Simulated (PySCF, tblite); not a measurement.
# C₆H₁₀OSi: a rotation path, then NMR shifts on frames, part 2 of 2

tblite 0.8.0 and PySCF 2.14.0. Atoms count from 0. The steps go on from the part before.

### Step 5. NMR shieldings: image 5, PBE0/pcSseg-1

Job settings and geometry (Å):

```
{"job": {"kind": "nmr", "xc": "PBE0", "basis": "pcSseg-1", "pop": false}, "charge": 0, "multiplicity": 1}
C     -2.523500     0.303000    -1.532800
C     -2.105400    -0.160100    -0.361900
C     -0.722100    -0.275100     0.096500
C     -0.441200    -1.083500     1.122200
C      0.342100     0.512100    -0.566000
C      0.172600     1.775500    -0.949600
O      1.526000    -0.107400    -0.788000
Si     2.827400    -0.664600    -0.010700
H     -1.846200     0.666500    -2.285900
H     -3.572300     0.322500    -1.777500
H     -2.831700    -0.544700     0.343400
H      0.555000    -1.199000     1.507100
H     -1.210500    -1.662500     1.604800
H      0.976800     2.325900    -1.405100
H     -0.760400     2.284600    -0.800200
H      3.720200    -0.896800    -1.134400
H      3.323900     0.323200     0.949900
H      2.560400    -1.913200     0.711800
```

With the program's defaults for keys left out, this is: GIAO PBE0/pcSseg-1 NMR shielding, non-relativistic, gas phase.

Standard output:

```text
coarse grid: 15432 points
cycle   1  E = -598.6253148481  dE =  1.089e+00  |g| = 6.869e-01  |ddm| = 3.921e+00
cycle   2  E = -598.5479821655  dE =  7.733e-02  |g| = 9.555e-01  |ddm| = 1.353e+00
cycle   3  E = -598.7159013138  dE = -1.679e-01  |g| = 1.218e-01  |ddm| = 8.982e-01
cycle   4  E = -598.7186720669  dE = -2.771e-03  |g| = 3.751e-02  |ddm| = 1.276e-01
cycle   5  E = -598.7189364440  dE = -2.644e-04  |g| = 1.869e-02  |ddm| = 4.404e-02
cycle   6  E = -598.7190233468  dE = -8.690e-05  |g| = 2.808e-03  |ddm| = 1.794e-02
cycle   7  E = -598.7190248665  dE = -1.520e-06  |g| = 1.332e-03  |ddm| = 3.787e-03
final grid: 144104 points
cycle   8  E = -598.7782333489  dE = -3.595e-05  |g| = 1.027e-02  |ddm| = 3.421e-02
cycle   9  E = -598.7782127705  dE =  2.058e-05  |g| = 1.450e-02  |ddm| = 2.123e-02
cycle  10  E = -598.7782558793  dE = -4.311e-05  |g| = 1.924e-03  |ddm| = 1.320e-02
cycle  11  E = -598.7782567168  dE = -8.375e-07  |g| = 2.156e-04  |ddm| = 1.639e-03
cycle  12  E = -598.7782567235  dE = -6.735e-09  |g| = 1.361e-04  |ddm| = 2.870e-04
cycle  13  E = -598.7782567278  dE = -4.239e-09  |g| = 2.489e-05  |ddm| = 1.260e-04
cycle  14  E = -598.7782567279  dE = -1.171e-10  |g| = 1.083e-05  |ddm| = 3.119e-05
converged SCF energy = -598.7782567279

GIAO shielding tensors (ppm)
atom      isotropic    diamagn.    paramagn.     s11        s22        s33       span
  0 C       60.055     255.839    -195.784    -51.172     60.667    170.670    221.842
  1 C       40.451     252.317    -211.866    -74.725     52.721    143.355    218.080
  2 C       33.195     259.802    -226.606    -76.015     34.391    141.210    217.225
  3 C       64.214     255.674    -191.460    -32.186     66.033    158.795    190.981
  4 C       25.489     251.540    -226.051    -89.352     63.600    102.219    191.571
  5 C       80.104     257.750    -177.646    -17.241     97.469    160.085    177.326
  6 O      241.166     401.528    -160.362    173.989    228.602    320.909    146.920
  7 Si     391.915     880.437    -488.522    350.291    356.993    468.460    118.169
  8 H       25.693      32.735      -7.042     22.556     24.578     29.943      7.387
  9 H       26.021      27.718      -1.698     23.813     25.472     28.777      4.964
 10 H       25.032      31.134      -6.102     23.117     23.443     28.535      5.418
 11 H       26.255      34.456      -8.201     22.677     26.168     29.920      7.243
 12 H       26.187      32.069      -5.882     24.028     25.362     29.171      5.144
 13 H       26.611      31.322      -4.711     23.364     25.877     30.593      7.228
 14 H       26.855      33.429      -6.574     23.825     26.173     30.567      6.742
 15 H       26.625      29.156      -2.531     22.933     25.054     31.888      8.955
 16 H       26.549      29.767      -3.218     23.676     24.674     31.297      7.621
 17 H       26.329      30.173      -3.844     22.523     25.855     30.609      8.086
```

Wall time 40 s (1 thread of Intel Xeon Platinum 8488C, shared host); peak memory 0.92 GiB.

Key values: δ C4 161.4, C2 153.7, C1 146.5, C0 126.9, H10 6.69, H8 6.02 ppm.

### Step 6. Shielding tensors: image 6, PBE0/pcSseg-1

Job settings and geometry (Å):

```
{"job": {"kind": "nmr", "xc": "PBE0", "basis": "pcSseg-1", "pop": false}, "charge": 0, "multiplicity": 1}
C     -2.457300     0.189800    -1.548600
C     -2.026800    -0.207300    -0.357800
C     -0.650100    -0.190900     0.133200
C     -0.338200    -0.900400     1.221300
C      0.363400     0.633500    -0.563700
C      0.106600     1.867400    -0.995200
O      1.595700     0.115000    -0.764600
Si     2.712000    -0.806600    -0.046200
H     -1.796400     0.586000    -2.299800
H     -3.499800     0.122500    -1.810700
H     -2.735500    -0.627100     0.345400
H      0.651100    -0.909000     1.641900
H     -1.074800    -1.503700     1.725100
H      0.872400     2.450300    -1.475400
H     -0.855900     2.320800    -0.856500
H      3.772300    -0.733800    -1.038600
H      3.102000    -0.220000     1.240800
H      2.250600    -2.180100     0.173000
```

With the program's defaults for keys left out, this is: GIAO PBE0/pcSseg-1 NMR shielding, non-relativistic, gas phase.

Standard output:

```text
coarse grid: 15432 points
cycle   1  E = -598.6256018076  dE =  1.097e+00  |g| = 6.874e-01  |ddm| = 3.923e+00
cycle   2  E = -598.5476088052  dE =  7.799e-02  |g| = 9.561e-01  |ddm| = 1.374e+00
cycle   3  E = -598.7164722034  dE = -1.689e-01  |g| = 1.200e-01  |ddm| = 9.200e-01
cycle   4  E = -598.7192106395  dE = -2.738e-03  |g| = 3.657e-02  |ddm| = 1.293e-01
cycle   5  E = -598.7194691706  dE = -2.585e-04  |g| = 1.784e-02  |ddm| = 4.325e-02
cycle   6  E = -598.7195474626  dE = -7.829e-05  |g| = 2.666e-03  |ddm| = 1.670e-02
cycle   7  E = -598.7195489056  dE = -1.443e-06  |g| = 1.067e-03  |ddm| = 3.391e-03
final grid: 144104 points
cycle   8  E = -598.7784199560  dE = -3.786e-05  |g| = 1.016e-02  |ddm| = 3.622e-02
cycle   9  E = -598.7784003874  dE =  1.957e-05  |g| = 1.430e-02  |ddm| = 2.093e-02
cycle  10  E = -598.7784419549  dE = -4.157e-05  |g| = 1.926e-03  |ddm| = 1.302e-02
cycle  11  E = -598.7784427757  dE = -8.208e-07  |g| = 2.161e-04  |ddm| = 1.617e-03
cycle  12  E = -598.7784427826  dE = -6.886e-09  |g| = 1.352e-04  |ddm| = 2.755e-04
cycle  13  E = -598.7784427869  dE = -4.290e-09  |g| = 2.376e-05  |ddm| = 1.269e-04
cycle  14  E = -598.7784427870  dE = -1.255e-10  |g| = 8.394e-06  |ddm| = 3.440e-05
converged SCF energy = -598.7784427870

GIAO shielding tensors (ppm)
atom      isotropic    diamagn.    paramagn.     s11        s22        s33       span
  0 C       59.642     255.968    -196.326    -51.908     59.976    170.858    222.767
  1 C       40.578     252.534    -211.956    -74.291     52.554    143.472    217.763
  2 C       36.131     260.910    -224.779    -74.703     38.376    144.719    219.422
  3 C       65.545     256.426    -190.881    -31.474     68.933    159.177    190.652
  4 C       26.892     250.720    -223.828    -86.691     64.542    102.824    189.515
  5 C       80.042     257.956    -177.914    -17.995     98.934    159.185    177.180
  6 O      243.408     399.558    -156.150    161.668    247.818    320.739    159.071
  7 Si     396.302     880.242    -483.940    355.973    369.809    463.123    107.149
  8 H       25.598      32.834      -7.237     22.464     24.526     29.803      7.339
  9 H       26.009      27.908      -1.899     23.799     25.437     28.792      4.993
 10 H       25.040      31.438      -6.398     23.092     23.459     28.570      5.478
 11 H       26.325      34.418      -8.093     22.834     26.187     29.953      7.119
 12 H       26.198      32.391      -6.193     23.935     25.477     29.181      5.246
 13 H       26.572      31.155      -4.583     23.358     25.748     30.610      7.252
 14 H       26.926      33.278      -6.351     23.787     26.168     30.824      7.038
 15 H       26.713      29.050      -2.336     22.848     25.321     31.972      9.124
 16 H       26.549      29.982      -3.433     23.872     24.326     31.448      7.576
 17 H       26.443      30.149      -3.706     23.033     25.662     30.635      7.602
```

Run time: 41 s. Hardware: 1 thread of Intel Xeon Platinum 8488C, shared host; peak memory 0.93 GiB.

This run: δ C4 160.0, C2 150.8, C1 146.3, C0 127.3, H10 6.68, H8 6.12 ppm.

### Step 7. Shielding tensors: image 8, PBE0/pcSseg-1

Job settings and geometry (Å):

```
{"job": {"kind": "nmr", "xc": "PBE0", "basis": "pcSseg-1", "pop": false}, "charge": 0, "multiplicity": 1}
C     -2.028200    -0.218700    -1.674000
C     -1.775200    -0.440500    -0.389700
C     -0.584100     0.002700     0.322600
C     -0.344200    -0.381800     1.577200
C      0.379400     0.884200    -0.384800
C      0.056100     2.107400    -0.789700
O      1.622600     0.402100    -0.608300
Si     2.348000    -1.032000    -0.384200
H     -1.352400     0.342700    -2.297200
H     -2.922500    -0.591200    -2.143700
H     -2.471600    -1.016300     0.207300
H      0.532500    -0.059000     2.111700
H     -1.023000    -1.027800     2.108800
H      0.772100     2.736700    -1.287200
H     -0.928000     2.500900    -0.617300
H      3.491700    -0.857000    -1.266000
H      2.737900    -1.202600     1.016700
H      1.480100    -2.143400    -0.778500
```

With the program's defaults for keys left out, this is: GIAO PBE0/pcSseg-1 NMR shielding, non-relativistic, gas phase.

Standard output:

```text
coarse grid: 15432 points
cycle   1  E = -598.6300567304  dE =  1.086e+00  |g| = 6.845e-01  |ddm| = 3.911e+00
cycle   2  E = -598.5536858860  dE =  7.637e-02  |g| = 9.506e-01  |ddm| = 1.349e+00
cycle   3  E = -598.7202843925  dE = -1.666e-01  |g| = 1.234e-01  |ddm| = 9.003e-01
cycle   4  E = -598.7231978674  dE = -2.913e-03  |g| = 3.688e-02  |ddm| = 1.335e-01
cycle   5  E = -598.7234581376  dE = -2.603e-04  |g| = 1.849e-02  |ddm| = 4.466e-02
cycle   6  E = -598.7235425517  dE = -8.441e-05  |g| = 2.794e-03  |ddm| = 1.758e-02
cycle   7  E = -598.7235440154  dE = -1.464e-06  |g| = 1.297e-03  |ddm| = 3.591e-03
final grid: 144104 points
cycle   8  E = -598.7822156695  dE = -3.695e-05  |g| = 1.036e-02  |ddm| = 4.344e-02
cycle   9  E = -598.7821922076  dE =  2.346e-05  |g| = 1.513e-02  |ddm| = 2.193e-02
cycle  10  E = -598.7822383353  dE = -4.613e-05  |g| = 1.865e-03  |ddm| = 1.348e-02
cycle  11  E = -598.7822391109  dE = -7.756e-07  |g| = 2.062e-04  |ddm| = 1.633e-03
cycle  12  E = -598.7822391172  dE = -6.305e-09  |g| = 1.282e-04  |ddm| = 2.854e-04
cycle  13  E = -598.7822391211  dE = -3.860e-09  |g| = 2.520e-05  |ddm| = 1.184e-04
cycle  14  E = -598.7822391212  dE = -1.410e-10  |g| = 1.006e-05  |ddm| = 3.473e-05
converged SCF energy = -598.7822391212

GIAO shielding tensors (ppm)
atom      isotropic    diamagn.    paramagn.     s11        s22        s33       span
  0 C       58.768     256.293    -197.525    -51.089     57.585    169.808    220.896
  1 C       41.131     252.662    -211.531    -72.343     49.228    146.507    218.850
  2 C       32.825     263.248    -230.423    -78.580     32.061    144.993    223.573
  3 C       62.892     254.583    -191.692    -34.023     65.327    157.371    191.394
  4 C       26.225     251.272    -225.047    -88.365     62.704    104.336    192.701
  5 C       83.990     257.346    -173.356    -15.418    108.483    158.906    174.324
  6 O      235.332     396.990    -161.657    151.654    256.564    297.779    146.124
  7 Si     395.036     880.252    -485.215    358.777    366.015    460.317    101.540
  8 H       25.539      33.033      -7.494     22.515     24.310     29.793      7.278
  9 H       25.964      28.459      -2.495     24.045     25.280     28.567      4.522
 10 H       24.939      31.975      -7.036     23.000     23.809     28.008      5.008
 11 H       26.181      32.672      -6.490     22.622     25.472     30.450      7.828
 12 H       26.175      32.216      -6.040     23.749     25.604     29.172      5.423
 13 H       26.660      30.979      -4.319     23.492     25.616     30.871      7.379
 14 H       27.334      32.386      -5.053     24.358     25.995     31.647      7.289
 15 H       26.879      29.263      -2.384     23.206     25.356     32.075      8.869
 16 H       26.850      30.062      -3.212     23.520     25.431     31.598      8.079
 17 H       26.947      30.422      -3.475     23.562     26.211     31.069      7.508
```

Run time: 41 s. Hardware: 1 thread of Intel Xeon Platinum 8488C, shared host; peak memory 0.93 GiB.

In short: δ C4 160.7, C2 154.1, C1 145.8, C0 128.2, H10 6.78, H8 6.18 ppm.

### Step 8. Comparing the runs: NMR shifts

Shifts (ppm) of some atoms, chosen among heavy atoms and hydrogens apart, with basis size and wall time:

```
  frame     C4     C2     C5   H17   H13     O6    Si7  functions  time
image 0  164.2  152.4   96.3  5.08  4.52  102.3  -45.0        193  53 s
image 2  163.4  152.6  100.3  5.05  4.90   91.3  -41.8        193  40 s
image 5  161.4  153.7  106.8  5.39  5.11   94.9  -42.8        193  40 s
image 6  160.0  150.8  106.9  5.27  5.14   92.7  -47.1        193  41 s
image 8  160.7  154.1  102.9  4.77  5.06  100.7  -45.9        193  41 s
```

### Step 9. Results

This closing draws on all 2 parts.

```
                                        quantity                                                           value
                                         barrier                              0.111 eV (2.6 kcal/mol) at image 5
                           end to end (GFN2-xTB)                                                        0.031 eV
 13C shifts against TMS (PBE0/pcSseg-1, image 0)                     164.2, 152.4, 145.5, 126.3, 124.1, 96.3 ppm
  1H shifts against TMS (PBE0/pcSseg-1, image 0)  6.78, 6.03, 5.77, 5.65, 5.52, 5.09, 5.08, 4.93, 4.77, 4.52 ppm
 17O shifts against H2O (PBE0/pcSseg-1, image 0)                                                       102.3 ppm
29Si shifts against TMS (PBE0/pcSseg-1, image 0)                                                       -45.0 ppm
           surface potential, 1st and 99th percentile                                              -0.98 V and 1.24 V
                        range of the shift of O6                                               91.3 to 102.3 ppm
```

**Reading.** Along the band the dihedral turns by 179°, and the top (dihedral -71°) lies 2.6 kcal/mol above the start (GFN2-xTB, rough), so at room temperature this motion is fast. Ends this close can change order at a higher level. The top was not checked by a frequency run. Shifts at one fixed geometry are not the observed spectrum, which averages over the motion. At PBE0/pcSseg-1, counted by nearest atom on the grid, the HOMO lies on C3, C5 about 21 % each; C0, C2, C4 about 10 % each, the LUMO on C3 24 %; C0, C2 about 15 % each. In ppm, O6 moves most: its shift spreads over 10.9 ppm, from 91.3 (image 2) to 102.3 (image 0).
